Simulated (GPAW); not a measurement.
Crystal: HPbNO4.

```xyz
7
Lattice="3.8571 0.0018 -0.0366 0.1735 4.3344 -0.0165 0.7580 0.8387 5.8766" Properties=species:S:1:pos:R:3 pbc="T T T"
H     2.6784    4.0493    1.1289
Pb    3.2640    2.7055    5.3570
N     3.1776    1.4531    2.9117
O     1.3252    2.6900    4.5562
O     2.9731    4.6255    2.8902
O     2.3661    4.0462    0.1903
O     3.3249    2.1006    1.8421
```

The cell was built by a generator and needn't be a form met in nature.

Base run:

- Program: GPAW 26.7.0
- Functional: PBE
- Potentials or basis: GPAW PAW data sets (gpaw-data 1.2.1)
- Cutoff: 800 eV
- Basis: pw
- k mesh: 5 × 5 × 3
- Occupations: fermi-dirac, width 0.05 eV
- Spin: no spin polarisation

Its results: pressure -0.6 GPa; largest force 0.105 eV/Å.

**Question.** The run is repeated on the same cell with these changes: functional from PBE to r2SCAN. What comes out?

**Answer.** Pressure -4.6 GPa; largest force 0.525 eV/Å.

Caveats: the PAW data sets were made with another functional, which shifts forces and pressure a little (some runs).
